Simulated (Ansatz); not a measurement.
# SiGeO4: what a guessed cell relaxes into

The task: take a trial cell of SiGeO4 to zero force and stress.

Computed with Ansatz 0.2.0 (DFT PBE, scalar-relativistic, plane waves, PAW, unless a step's input says otherwise).

### Step 1. Starting point

It takes space group P6_3mc (No. 186, hexagonal). The conventional cell has a = 5.398 Å, b = 5.398 Å, c = 8.815 Å, α = 90.00°, β = 90.00°, γ = 120.00°. Si (site symmetry 3m) is surrounded by 4 O at 1.61 Å. Ge (site symmetry 3m) has 4 O at 1.70 Å as nearest neighbours. Around O (site symmetry m) lie 1 Si at 1.61 Å and 1 Ge at 1.70 Å. Around O (site symmetry 3m) lie 1 Si at 1.61 Å and 1 Ge at 1.70 Å.

As a file:

```cif
data_structure
_symmetry_space_group_name_H-M 'P6_3mc'
_symmetry_Int_Tables_number 186
_cell_length_a 5.3979
_cell_length_b 5.3979
_cell_length_c 8.8147
_cell_angle_alpha 90.000
_cell_angle_beta 90.000
_cell_angle_gamma 120.000
_cell_volume 222.42
loop_
_atom_site_label
_atom_site_type_symbol
_atom_site_symmetry_multiplicity
_atom_site_Wyckoff_symbol
_atom_site_fract_x
_atom_site_fract_y
_atom_site_fract_z
_atom_site_occupancy
Si1 Si 2 b 0.33333 0.66667 0.93750 1
Ge1 Ge 2 b 0.66667 0.33333 0.06250 1
O1 O 6 c 0.00952 0.50476 0.99822 1
O2 O 2 b 0.33333 0.66667 0.75535 1
```

A structure generator made this guess: 4-connected net, bridging atoms on its edges (P6_3mc, No. 186). Lengths come from tabulated atomic sizes and are only a guess.

### Step 2. The guess as it stands, on a coarse mesh

File input.yaml:

```yaml
crystal:
  lattice:
    - [5.39785026, 0.0, 0.0]
    - [-2.69892513, 4.67467545, 0.0]
    - [0.0, 0.0, 8.81465304]
  atoms:
    - { symbol: Si, position: [0.33333333, 0.66666667, 0.93749999] }
    - { symbol: Si, position: [0.66666667, 0.33333333, 0.43749999] }
    - { symbol: Ge, position: [0.66666667, 0.33333333, 0.06250001] }
    - { symbol: Ge, position: [0.33333333, 0.66666667, 0.56250001] }
    - { symbol: O, position: [0.00951657, 0.50475829, 0.99821564] }
    - { symbol: O, position: [0.49524171, 0.50475829, 0.99821564] }
    - { symbol: O, position: [0.49524171, 0.99048343, 0.99821564] }
    - { symbol: O, position: [0.33333333, 0.66666667, 0.75535307] }
    - { symbol: O, position: [0.66666667, 0.33333333, 0.25535307] }
    - { symbol: O, position: [0.50475829, 0.00951657, 0.49821564] }
    - { symbol: O, position: [0.50475829, 0.49524171, 0.49821564] }
    - { symbol: O, position: [0.99048343, 0.49524171, 0.49821564] }
basis:
  ecutwfc: 420
kpoints:
  mp_grid: { grid: [6, 6, 2] }
hamiltonian:
  xc: pbe
scf:
  occupations: { method: gaussian, width: 0.1 }
  lower_state_search: "off"
output:
  forces: true
  stress: true
  eigenvalues: true
```

Started as:

```sh
$ ansatz run input.yaml --threads 1 --pin off --max-ram 2560MiB --backend cpu --events-out ev --progress --plain --runs-dir out
```

What it wrote (excerpt; [...] marks lines left out):

```text
Warning: RAYON_NUM_THREADS=1 ignored (pool sized by the plan → 1); use --threads N
[...]
Pseudopotentials: kind: paw
Pseudopotential: Si, paw, valence charge 4, recommended cutoff 420 eV (normal), Si.paw.azcp
Pseudopotential: Ge, paw, valence charge 14, recommended cutoff 420 eV (normal), Ge.paw.azcp
Pseudopotential: O, paw, valence charge 6, recommended cutoff 420 eV (normal), O.paw.azcp
Functional definition: PBE
[...]
Crystal: 12 atoms, lattice volume = 222.422 Å³
Basis set: ecut = 420 eV, 4307 PW (Γ), exchange–correlation on 80×80×120 points (8 copies of the dense FFT grid, shifted against one another)
Bands: 54, of which v1, the nominal top of the filled ones, is band 42 counted from 1 (41 counted from 0)
Symmetry: 12 space group operations
[...]
E sigma→0 (E₀):  -14406.484376 eV
Fermi energy:    2.484711 eV
[...]
--- Forces (eV/Å), atoms counted from 1 ---
  atom   1  Si     0.00000000    -0.00000000     0.00599347
  atom   2  Si     0.00000000     0.00000000     0.00599347
  atom   3  Ge     0.00000000     0.00000000    -0.01222002
  atom   4  Ge     0.00000000    -0.00000000    -0.01222002
  atom   5  O      0.57267937     0.33063659    -0.23089076
  atom   6  O     -0.57267937     0.33063659    -0.23089076
  atom   7  O      0.00000000    -0.66127318    -0.23089076
  atom   8  O     -0.00000000    -0.00000000     0.69891072
[...]
--- Stress (GPa, compression-positive) ---
        5.064339       0.000000       0.000000
        0.000000       5.064339       0.000000
       -0.000000       0.000000       5.045307
  P = ⅓ Tr σ = 5.0580 GPa (50.580 kbar)
--- Band table (eV; the first three rows and the last of 14) ---
[...]
```

It took 12 s on 1 thread of Arm Neoverse V1, shared host; peak memory 0.45 GiB.

From the probe: pressure 5.1 GPa, largest force 0.70 eV/Å, gap on this mesh 4.51 eV. A cheap, loose relaxation comes first.

### Step 3. Rough relaxation on the coarse mesh

Changes to input.yaml since step 2:

```diff
@@ -31 +31,6 @@
   eigenvalues: true
+relax:
+  adjacent_minimum: "off"
+  f_tol: 0.04
+  max_steps: 70
+  cell: { stress_tol: 0.4 }
```

Started as:

```sh
$ ansatz run input.yaml --threads 1 --pin off --max-ram 2560MiB --backend cpu --events-out ev --progress --plain --runs-dir out
```

What it wrote:

```text
Warning: RAYON_NUM_THREADS=1 ignored (pool sized by the plan → 1); use --threads N
Engine: ansatz 0.2.0, aarch64-unknown-linux-gnu
Pseudopotentials: kind: paw
Pseudopotential: Si, paw, valence charge 4, recommended cutoff 420 eV (normal), Si.paw.azcp
Pseudopotential: Ge, paw, valence charge 14, recommended cutoff 420 eV (normal), Ge.paw.azcp
Pseudopotential: O, paw, valence charge 6, recommended cutoff 420 eV (normal), O.paw.azcp
Functional definition: PBE
  parameter kappa = 0.804
  parameter beta = 0.06672455060314922
  exchange = pbe_x(kappa = kappa, mu = beta*pi^2/3)
  correlation = pbe_c(beta = beta)
Crystal: 12 atoms, lattice volume = 222.422 Å³
Basis set: ecut = 420 eV, 4307 PW (Γ), exchange–correlation on 80×80×120 points (8 copies of the dense FFT grid, shifted against one another)
Bands: 54, of which v1, the nominal top of the filled ones, is band 42 counted from 1 (41 counted from 0)
Symmetry: 12 space group operations
Space group: P63mc (ITA 186), of the structure as read, at distance tolerance 6.1e-5 Å
k-points: 14 of 72
Non-local potential: Si, projectors of the file, l = 0: 2, l = 1: 2, l = 2: 2
Non-local potential: Ge, projectors of the file, l = 0: 2, l = 1: 2, l = 2: 3, l = 3: 1
Non-local potential: O, projectors of the file, l = 0: 2, l = 1: 2, l = 2: 1
PAW form: soft (Blöchl's): semilocal exchange-correlation on the pseudo side does not see the compensation charge
PAW one-centre angular grid: Si, 110 points (default); XC on 64 Gauss nodes
PAW one-centre angular grid: Ge, 590 points (default); XC on 64 Gauss nodes
PAW one-centre angular grid: O, 110 points (default); XC on 64 Gauss nodes
Initial density: superposition of atomic densities (neutral atoms: chi_scale 0, normalization atom), corrected by the library's trained network
Initial wavefunctions: pseudopotential atomic-orbital guess
Functional: x = pbe(κ = 0.804, μ = 0.2195149727645171), c = pbe(β = 0.06672455060314922)
SCF iter   1: F=—  HF=-14406.485219 eV  |F-HF|=—  |Δ(HF+E_count)|=         —  Δρ=1.97e-3  dr2=8.75e-3  ethr=1.77e-3  ⟨swp⟩=6.9  Hψ=3575  notcnv=0  defer=11
preconditioner: auto → Resta (q_TF=auto, 2.320 Å⁻¹)  ε∞=2.4  [insulator: Δε(μ)=4.499 eV  Ē_g=19.495 eV  σ=0.100 eV  W_gap=1.00  n_scr=36 (ndim 8)  ℏωp=22.8 eV  f_vac=0.377  D(μ)=0.00/eV (n_scr^D=0)  ε∞_Penn≈2.4]
SCF iter   2: F=—  HF=-14406.484500 eV  |F-HF|=—  |Δ(HF+E_count)|=   7.20e-4  Δρ=6.89e-4  dr2=8.43e-4  ethr=1.04e-5  ⟨swp⟩=2.0  Hψ=1245  notcnv=0  defer=21
SCF iter   3: F=—  HF=-14406.484693 eV  |F-HF|=—  |Δ(HF+E_count)|=   1.93e-4  Δρ=2.90e-4  dr2=1.11e-4  ethr=1.00e-6  ⟨swp⟩=2.0  Hψ=1000  notcnv=0  defer=21
SCF iter   4: F=—  HF=-14406.484770 eV  |F-HF|=—  |Δ(HF+E_count)|=   7.76e-5  Δρ=8.26e-5  dr2=9.74e-6  ethr=1.32e-7  ⟨swp⟩=2.4  Hψ=1237  notcnv=0  defer=21
SCF iter   5: F=—  HF=-14406.484377 eV  |F-HF|=—  |Δ(HF+E_count)|=   3.93e-4  Δρ=1.99e-5  dr2=1.12e-6  ethr=1.16e-8  ⟨swp⟩=2.0  Hψ=1212  notcnv=0  defer=21
SCF iter   6: F=—  HF=-14406.484377 eV  |F-HF|=—  |Δ(HF+E_count)|=   2.35e-7  Δρ=8.54e-6  dr2=1.82e-7  ethr=1.34e-9  ⟨swp⟩=2.0  Hψ=1206  notcnv=0  defer=21
SCF iter   7: F=-14406.484376 eV  HF=-14406.484376 eV  |F-HF|=4.37e-8  |Δ(HF+E_count)|=   6.36e-8  Δρ=5.21e-6  dr2=4.78e-8  ethr=1.19e-10  ⟨swp⟩=12.4  Hψ=3691  notcnv=0
SCF 1 converged in 7 iterations: F = -14406.484376 eV  dr2 = 4.78e-8
relax step   1: F+E_penalty+E_count = -14406.48437645 eV  Δ(F+E_penalty+E_count) = +0.000e0 eV  max|allowed force component| = 6.989e-1 eV/Å  Δτ_max = 0.0000 Å  P = +5.058 GPa  Ω = 222.422 Å³  (7 SCF iters, dr2 threshold 1.00e-7 eV, accepted)
Crystal: 12 atoms, lattice volume = 226.975 Å³
Basis set: ecut = 420 eV, 4427 PW (Γ), exchange–correlation on 80×80×120 points (8 copies of the dense FFT grid, shifted against one another)
Initial density: handed on by an earlier stage of this run
Initial wavefunctions: those handed on with the density
iter 1 solved again at ethr=4.12e-5 eV; its pass at ethr=3.10e-3 eV (dr2=3.46e-2 eV) is discarded
SCF iter   1: F=—  HF=-14406.607933 eV  |F-HF|=—  |Δ(HF+E_count)|=         —  Δρ=4.02e-3  dr2=3.48e-2  ethr=4.12e-5  ⟨swp⟩=1.9  Hψ=3220  notcnv=0
preconditioner: auto → Resta (q_TF=auto, 2.312 Å⁻¹)  ε∞=2.4  [insulator: Δε(μ)=4.227 eV  Ē_g=19.276 eV  σ=0.100 eV  W_gap=1.00  n_scr=36 (ndim 8)  ℏωp=22.6 eV  f_vac=0.385  D(μ)=0.00/eV (n_scr^D=0)  ε∞_Penn≈2.4  vacuum switching on, ρ_ref=2.7e-2 e/Å³]
SCF iter   2: F=—  HF=-14406.596823 eV  |F-HF|=—  |Δ(HF+E_count)|=   1.11e-2  Δρ=1.22e-3  dr2=2.55e-3  ethr=4.12e-5  ⟨swp⟩=2.0  Hψ=1092  notcnv=0
SCF iter   3: F=—  HF=-14406.596169 eV  |F-HF|=—  |Δ(HF+E_count)|=   6.54e-4  Δρ=5.34e-4  dr2=7.04e-4  ethr=3.04e-6  ⟨swp⟩=2.5  Hψ=1180  notcnv=0
SCF iter   4: F=—  HF=-14406.595514 eV  |F-HF|=—  |Δ(HF+E_count)|=   6.55e-4  Δρ=1.09e-4  dr2=2.48e-5  ethr=8.38e-7  ⟨swp⟩=2.9  Hψ=1499  notcnv=0
SCF iter   5: F=—  HF=-14406.595504 eV  |F-HF|=—  |Δ(HF+E_count)|=   1.04e-5  Δρ=3.75e-5  dr2=2.25e-6  ethr=2.95e-8  ⟨swp⟩=2.0  Hψ=1302  notcnv=0
SCF iter   6: F=-14406.595505 eV  HF=-14406.595505 eV  |F-HF|=3.36e-8  |Δ(HF+E_count)|=   1.56e-6  Δρ=8.81e-6  dr2=1.33e-7  ethr=1.43e-9  ⟨swp⟩=8.4  Hψ=3358  notcnv=0
SCF 2 converged in 6 iterations: F = -14406.595505 eV  dr2 = 1.33e-7
relax step   2: F+E_penalty+E_count = -14406.59550549 eV  Δ(F+E_penalty+E_count) = -1.111e-1 eV  max|allowed force component| = 2.153e-1 eV/Å  Δτ_max = 0.0062 Å  P = +2.112 GPa  Ω = 226.975 Å³  energy of the carried Pulay correction = -1.239e-2 eV  (6 SCF iters, dr2 threshold 1.20e-6 eV, accepted)
Crystal: 12 atoms, lattice volume = 230.285 Å³
Basis set: ecut = 420 eV, 4523 PW (Γ), exchange–correlation on 80×80×120 points (8 copies of the dense FFT grid, shifted against one another)
iter 1 solved again at ethr=1.90e-5 eV; its pass at ethr=3.10e-3 eV (dr2=1.59e-2 eV) is discarded
SCF iter   1: F=—  HF=-14406.618404 eV  |F-HF|=—  |Δ(HF+E_count)|=         —  Δρ=2.71e-3  dr2=1.60e-2  ethr=1.90e-5  ⟨swp⟩=1.5  Hψ=3175  notcnv=0
preconditioner: auto → Resta (q_TF=auto, 2.306 Å⁻¹)  ε∞=2.4  [insulator: Δε(μ)=4.048 eV  Ē_g=19.186 eV  σ=0.100 eV  W_gap=1.00  n_scr=42 (ndim 8)  ℏωp=22.4 eV  f_vac=0.386  D(μ)=0.00/eV (n_scr^D=0)  ε∞_Penn≈2.4  vacuum switching on, ρ_ref=2.7e-2 e/Å³]
SCF iter   2: F=—  HF=-14406.613315 eV  |F-HF|=—  |Δ(HF+E_count)|=   5.09e-3  Δρ=8.33e-4  dr2=1.26e-3  ethr=1.90e-5  ⟨swp⟩=2.0  Hψ=1092  notcnv=0
SCF iter   3: F=—  HF=-14406.612967 eV  |F-HF|=—  |Δ(HF+E_count)|=   3.49e-4  Δρ=3.65e-4  dr2=3.58e-4  ethr=1.50e-6  ⟨swp⟩=2.6  Hψ=1168  notcnv=0
SCF iter   4: F=—  HF=-14406.612415 eV  |F-HF|=—  |Δ(HF+E_count)|=   5.52e-4  Δρ=6.77e-5  dr2=9.67e-6  ethr=4.26e-7  ⟨swp⟩=3.2  Hψ=1609  notcnv=0
SCF iter   5: F=-14406.612410 eV  HF=-14406.612410 eV  |F-HF|=7.52e-7  |Δ(HF+E_count)|=   5.44e-6  Δρ=2.73e-5  dr2=1.17e-6  ethr=1.43e-9  ⟨swp⟩=9.8  Hψ=3904  notcnv=0
SCF 3 converged in 5 iterations: F = -14406.612410 eV  dr2 = 1.17e-6
relax step   3: F+E_penalty+E_count = -14406.61241034 eV  Δ(F+E_penalty+E_count) = -1.690e-2 eV  max|allowed force component| = 3.956e-3 eV/Å  Δτ_max = 0.0031 Å  P = +0.150 GPa  Ω = 230.285 Å³  energy of the carried Pulay correction = -2.124e-2 eV  (5 SCF iters, dr2 threshold 1.20e-6 eV, accepted)
Initial wavefunctions: pseudopotential atomic-orbital guess (no wavefunctions were taken with the density)
iter 1 solved again at ethr=1.80e-7 eV; its pass at ethr=3.10e-3 eV (dr2=1.51e-4 eV) is discarded
SCF iter   1: F=—  HF=-14406.619202 eV  |F-HF|=—  |Δ(HF+E_count)|=         —  Δρ=6.47e-4  dr2=7.02e-5  ethr=1.80e-7  ⟨swp⟩=3.1  Hψ=5503  notcnv=0
preconditioner: auto → Resta (q_TF=auto, 2.306 Å⁻¹)  ε∞=2.4  [insulator: Δε(μ)=4.041 eV  Ē_g=19.179 eV  σ=0.100 eV  W_gap=1.00  n_scr=42 (ndim 8)  ℏωp=22.4 eV  f_vac=0.383  D(μ)=0.00/eV (n_scr^D=0)  ε∞_Penn≈2.4]
SCF iter   2: F=—  HF=-14406.631197 eV  |F-HF|=—  |Δ(HF+E_count)|=   1.20e-2  Δρ=3.25e-4  dr2=1.07e-5  ethr=8.36e-8  ⟨swp⟩=2.9  Hψ=1407  notcnv=0
SCF iter   3: F=—  HF=-14406.637463 eV  |F-HF|=—  |Δ(HF+E_count)|=   6.27e-3  Δρ=6.77e-5  dr2=3.21e-6  ethr=1.28e-8  ⟨swp⟩=3.0  Hψ=1523  notcnv=0
SCF iter   4: F=—  HF=-14406.637875 eV  |F-HF|=—  |Δ(HF+E_count)|=   4.12e-4  Δρ=3.01e-5  dr2=9.31e-7  ethr=3.82e-9  ⟨swp⟩=2.7  Hψ=1162  notcnv=0
SCF iter   5: F=—  HF=-14406.637975 eV  |F-HF|=—  |Δ(HF+E_count)|=   9.97e-5  Δρ=1.08e-5  dr2=2.24e-7  ethr=1.11e-9  ⟨swp⟩=2.8  Hψ=1154  notcnv=0
SCF iter   6: F=—  HF=-14406.637980 eV  |F-HF|=—  |Δ(HF+E_count)|=   5.11e-6  Δρ=2.81e-6  dr2=2.15e-8  ethr=2.67e-10  ⟨swp⟩=2.0  Hψ=1129  notcnv=0
SCF iter   7: F=-14406.637980 eV  HF=-14406.637980 eV  |F-HF|=2.60e-9  |Δ(HF+E_count)|=   1.95e-8  Δρ=8.35e-7  dr2=1.61e-9  ethr=9.14e-12  ⟨swp⟩=8.5  Hψ=3263  notcnv=0
SCF 4 converged in 7 iterations: F = -14406.637980 eV  dr2 = 1.61e-9
relax step   4: F+E_penalty+E_count = -14406.63798006 eV  Δ(F+E_penalty+E_count) = -2.557e-2 eV  max|allowed force component| = 3.913e-3 eV/Å  Δτ_max = 0.0000 Å  P = +0.333 GPa  Ω = 230.285 Å³  stress off target by 3.35e-1 GPa  SCF on the basis re-selected at this cell (its energy is not comparable with the rows above)  (7 SCF iters)
basis re-selected at this cell: Δ(F+E_penalty+E_count) = -2.557e-2 eV, ΔP = +0.184 GPa vs the last step (what re-selecting the basis moved, of the pressure what is left beyond the Pulay correction that the steps carried, after the strain that the cell walked since its last selection, with what the two solves' SCF thresholds leave and, on support functions, any second-order correction that the steps lacked; it is no measure of the basis error at this ecutwfc). This SCF's stress stands 3.35e-1 GPa from its target on what of the cell is left free (relax.cell.stress_tol is 4.00e-1 GPa) and its largest allowed force component is 3.91e-3 eV/Å (relax.f_tol is 4.00e-2 eV/Å): within both
SCF converged after 7 iterations
Free energy (F): -14406.637980 eV
Harris-Foulkes:  -14406.637980 eV  (|F-HF|=2.60e-9)
Internal energy: -14406.637980 eV  (E = F + TS)
E sigma→0 (E₀):  -14406.637980 eV
Fermi energy:    2.019841 eV
--- Per-component energies (eV) ---
  E_band       = -897.665535
  E_kinetic    = 1727.693160
  E_local      = -12309.689993  (includes V_loc(G=0)·N_el)
  E_nonlocal   = 1287.619204
  E_hartree    = 5159.633683
  E_xc         = -847.293412
  E_vxc        = -970.877443  (∫ρ·V_xc dr)
  E_paw        = -6353.896476  (= ΣΔE_a)
  E_vpaw       = -951.697501  (= ΣTr[D̂ρ^β])
  E_aug_tail   = 0.021068  (compensation charges beyond the density's cutoff)
  E_ewald      = -3070.725215
  E_smearing   = -0.000000  (= −TS)
  E_closure    = 0.000000  (closes the sum)
  Σ components = -14406.637980   (vs F -14406.637980, Δ=0.00e0)
--- Forces (eV/Å), atoms counted from 1 ---
  atom   1  Si    -0.00000000    -0.00000000    -0.00390745
  atom   2  Si    -0.00000000     0.00000000    -0.00390745
  atom   3  Ge    -0.00000000     0.00000000    -0.00315976
  atom   4  Ge    -0.00000000    -0.00000000    -0.00315976
  atom   5  O     -0.00070948    -0.00040962     0.00262764
  atom   6  O      0.00070948    -0.00040962     0.00262764
  atom   7  O      0.00000000     0.00081924     0.00262764
  atom   8  O      0.00000000    -0.00000000    -0.00078243
  atom   9  O      0.00000000     0.00000000    -0.00078243
  atom  10  O     -0.00000000    -0.00081924     0.00262764
  atom  11  O     -0.00070948     0.00040962     0.00262764
  atom  12  O      0.00070948     0.00040962     0.00262764
  max |Σ_I F_I| component: 6.66e-5 eV/Å
--- Stress (GPa, compression-positive) ---
        0.335201      -0.000000       0.000000
        0.000000       0.335201      -0.000000
        0.000000       0.000000       0.330045
  P = ⅓ Tr σ = 0.3335 GPa (3.335 kbar)
--- Band table (eV; the first three rows and the last of 14) ---
  k-point 0: bands = ["-23.6552", "-23.6495", "-23.6491", "-23.6491", "-23.6487", "-23.6487", "-23.3656", "-23.3656", "-23.3655", "-23.3655", "-19.0152", "-18.5849", "-17.5603", "-16.8609", "-16.8609", "-16.8498", "-16.8485", "-16.8485", "-10.1974", "-9.0159", "-6.2891", "-5.5028", "-5.5028", "-5.4959", "-5.2542", "-5.2542", "-2.6105", "-2.0281", "-2.0281", "-1.8121", "-1.8121", "-1.6806", "-1.6806", "-1.5408", "-1.5408", "-1.5149", "-0.6563", "-0.6563", "-0.0323", "-0.0323", "-0.0199", "-0.0146", "4.0526", "5.5758", "6.9047", "7.7418", "8.0702", "8.4375", "8.4375", "8.8692", "9.5189", "9.5189", "9.9110", "10.9684"]
  k-point 1: bands = ["-23.6523", "-23.6523", "-23.6489", "-23.6489", "-23.6489", "-23.6489", "-23.3655", "-23.3655", "-23.3655", "-23.3655", "-18.8413", "-18.8413", "-17.1703", "-17.1703", "-16.8547", "-16.8547", "-16.8547", "-16.8547", "-9.6689", "-9.6689", "-5.8146", "-5.8146", "-5.3832", "-5.3832", "-5.3832", "-5.3832", "-2.1180", "-2.1180", "-1.9553", "-1.9553", "-1.9553", "-1.9553", "-1.5738", "-1.5738", "-1.5738", "-1.5738", "-0.3487", "-0.3487", "-0.3487", "-0.3487", "-0.0171", "-0.0171", "4.8165", "4.8165", "7.2865", "7.2865", "8.6385", "8.6385", "8.9656", "8.9656", "8.9656", "8.9656", "10.0422", "10.0422"]
  k-point 2: bands = ["-23.6560", "-23.6504", "-23.6493", "-23.6489", "-23.6486", "-23.6485", "-23.3656", "-23.3656", "-23.3655", "-23.3655", "-18.9429", "-18.5054", "-17.6615", "-16.9880", "-16.8675", "-16.8636", "-16.8522", "-16.8511", "-9.9679", "-8.8110", "-6.5595", "-5.6456", "-5.4446", "-5.4429", "-5.1922", "-5.1298", "-2.6059", "-2.1031", "-2.0561", "-1.8739", "-1.8295", "-1.7914", "-1.7326", "-1.5535", "-1.5236", "-1.4739", "-0.8185", "-0.6764", "-0.1635", "-0.1567", "-0.1515", "-0.0290", "4.4090", "5.8794", "7.0921", "7.8626", "8.2802", "8.5428", "8.6892", "8.9091", "9.3387", "9.7222", "10.2055", "10.4471"]
  k-point 13: bands = ["-23.6568", "-23.6568", "-23.6486", "-23.6486", "-23.6482", "-23.6482", "-23.3655", "-23.3655", "-23.3655", "-23.3655", "-18.3570", "-18.3570", "-17.8419", "-17.8419", "-16.8713", "-16.8713", "-16.8647", "-16.8647", "-8.4773", "-8.4773", "-6.9258", "-6.9258", "-5.1168", "-5.1168", "-5.0356", "-5.0356", "-2.4989", "-2.4989", "-2.3299", "-2.3299", "-1.9144", "-1.9144", "-1.6540", "-1.6540", "-1.4404", "-1.4404", "-0.9181", "-0.9181", "-0.4946", "-0.4946", "-0.4173", "-0.4173", "6.2505", "6.2505", "8.1414", "8.1414", "8.2630", "8.2630", "9.7518", "9.7518", "9.9357", "9.9357", "10.3215", "10.3215"]
--- Relaxed structure (3 steps of the walk, 3 accepted, 1 SCFs on fresh bases) ---
  F+E_penalty+E_count = -14406.63798006 eV   max|allowed force component| = 3.913e-3 eV/Å   (the final SCF, on the basis selected at the relaxed cell)
  cell:  # Å, volume = 230.2853 Å³
    - [5.461347538969892, 0.0, 0.0]
    - [-2.730673769484946, 4.7296657076435515, 0.0]
    - [0.0, 0.0, 8.915299093109086]
  atoms:
    - { symbol: Si, position: [0.3333333333333333, 0.6666666666666665, 0.9375325493970778] }
    - { symbol: Si, position: [0.6666666666666666, 0.3333333333333333, 0.4375325493970778] }
    - { symbol: Ge, position: [0.6666666666666666, 0.3333333333333333, 0.06243033143705766] }
    - { symbol: Ge, position: [0.3333333333333333, 0.6666666666666665, 0.5624303314370577] }
    - { symbol: O, position: [0.011403684434215716, 0.5057018422171079, 0.9978840903061115] }
    - { symbol: O, position: [0.4942981577828921, 0.5057018422171079, 0.9978840903061115] }
    - { symbol: O, position: [0.49429815778289204, 0.9885963155657841, 0.9978840903061115] }
    - { symbol: O, position: [0.3333333333333333, 0.6666666666666665, 0.7563848382475298] }
    - { symbol: O, position: [0.6666666666666666, 0.3333333333333333, 0.2563848382475299] }
    - { symbol: O, position: [0.5057018422171079, 0.011403684434215716, 0.4978840903061116] }
    - { symbol: O, position: [0.5057018422171079, 0.49429815778289204, 0.4978840903061116] }
    - { symbol: O, position: [0.9885963155657841, 0.49429815778289204, 0.4978840903061116] }
```

Run time: 63 s. Hardware: 1 thread of Arm Neoverse V1, shared host; peak memory 0.49 GiB.

Relaxation path:

| step | energy from step 1 (eV/cell) | largest force component (eV/Å) | pressure (GPa) | volume (Å³) |
| --- | --- | --- | --- | --- |
| 1 | 0.0000 | 0.6989 | 5.06 | 222.42 |
| 2 | -0.1111 | 0.2153 | 2.11 | 226.98 |
| 3 | -0.1280 | 0.0040 | 0.15 | 230.29 |
| 4 | -0.1536 | 0.0039 | 0.33 | 230.29 |

Step 1 is the start. Step 4 repeats the geometry before it on a plane-wave basis chosen anew for that cell, so its energy need not be comparable with the rows above.

|  | before | after | change |
| --- | --- | --- | --- |
| a (Å) | 5.398 | 5.461 | +1.2 % |
| b (Å) | 5.398 | 5.461 | +1.2 % |
| c (Å) | 8.815 | 8.915 | +1.1 % |
| volume (Å³/atom) | 18.54 | 19.19 | +3.5 % |
| shortest distance (Å) | 1.606 | 1.615 | +0.6 % |
| space group (0.01 Å) | P6_3mc | P6_3mc | same |

Forces and stress were held to the start's 12 operations: a distortion of lower symmetry was not tested.

[end of part 1 of 2]
